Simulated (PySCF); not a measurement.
# CeH3I3N (Ce(I)3(NH3)+): the cost of one run

The runs use PySCF 2.14.0; PBE0, Ce lcecp-2-SVP with ECP46, I def2-SVP with ECP28, N def2-SVP, H def2-SVP; scalar-relativistic core potentials, no spin–orbit coupling.

1 further run of the same task is left out (for a known fault of the program). Runs told in other sessions of the task aren't counted.

**1. The system as given**

8 atoms, charge 1, spin multiplicity 1.

Bond lengths: Ce1–I2 2.909 Å, Ce1–I3 2.909 Å, Ce1–I4 2.909 Å, Ce1–N5 2.467 Å, N5–H6 1.020 Å, N5–H7 1.020 Å, N5–H8 1.020 Å. Angles: I2–Ce1–I3 109.5°, I2–Ce1–I4 109.5°, I2–Ce1–N5 109.5°, I3–Ce1–I4 109.5°, I3–Ce1–N5 109.5°, I4–Ce1–N5 109.5°, Ce1–N5–H6 113.0°, Ce1–N5–H7 113.0°, Ce1–N5–H8 113.0°, H6–N5–H7 105.8°, H6–N5–H8 105.8°, H7–N5–H8 105.8°.

As a file:

```xyz
8

Ce    0.00000    0.00000    0.00000
I     1.67930    1.67930    1.67930
I    -1.67930   -1.67930    1.67930
I     1.67930   -1.67930   -1.67930
N    -1.42460    1.42460   -1.42460
H    -2.03780    2.03780   -0.88750
H    -0.88750    2.03780   -2.03780
H    -2.03780    0.88750   -2.03780
```

Formal oxidation states: Ce +4. The 4f shell is empty and lies in the core potential.

**2. SCF at the start, singlet**

File run.py (the lines that set the calculation):

```python
mol = gto.M(atom='''
Ce     0.00000     0.00000     0.00000
I      1.67930     1.67930     1.67930
I     -1.67930    -1.67930     1.67930
I      1.67930    -1.67930    -1.67930
N     -1.42460     1.42460    -1.42460
H     -2.03780     2.03780    -0.88750
H     -0.88750     2.03780    -2.03780
H     -2.03780     0.88750    -2.03780''',
    basis={'Ce': 'lcecp-2-SVP', 'I': 'def2-SVP', 'N': 'def2-SVP', 'H': 'def2-SVP'},
    ecp={'Ce': 'lcecp-2-SVP', 'I': 'def2-SVP'},
    charge=1, spin=0)
mf = dft.RKS(mol, xc='PBE0')
mf.grids.atom_grid = (50, 194)  # f atoms: unpruned, at least (60, 302)
mf = mf.density_fit()  # fitting sets: Ce AutoAux, I def2-universal-JKFIT, N def2-universal-JKFIT, H def2-universal-JKFIT
mf.conv_tol = 1e-08; mf.max_cycle = 55
mf.kernel(dm0)  # dm0: free metal ions and neutral atoms
```

On the command line:

```bash
$ OMP_NUM_THREADS=4 python run.py
```

What time and memory should one allow on 4 threads of Intel Xeon at 2.50GHz (Skylake/Cascade Lake), shared host?

About 14 s, with a peak of 0.71 GiB.
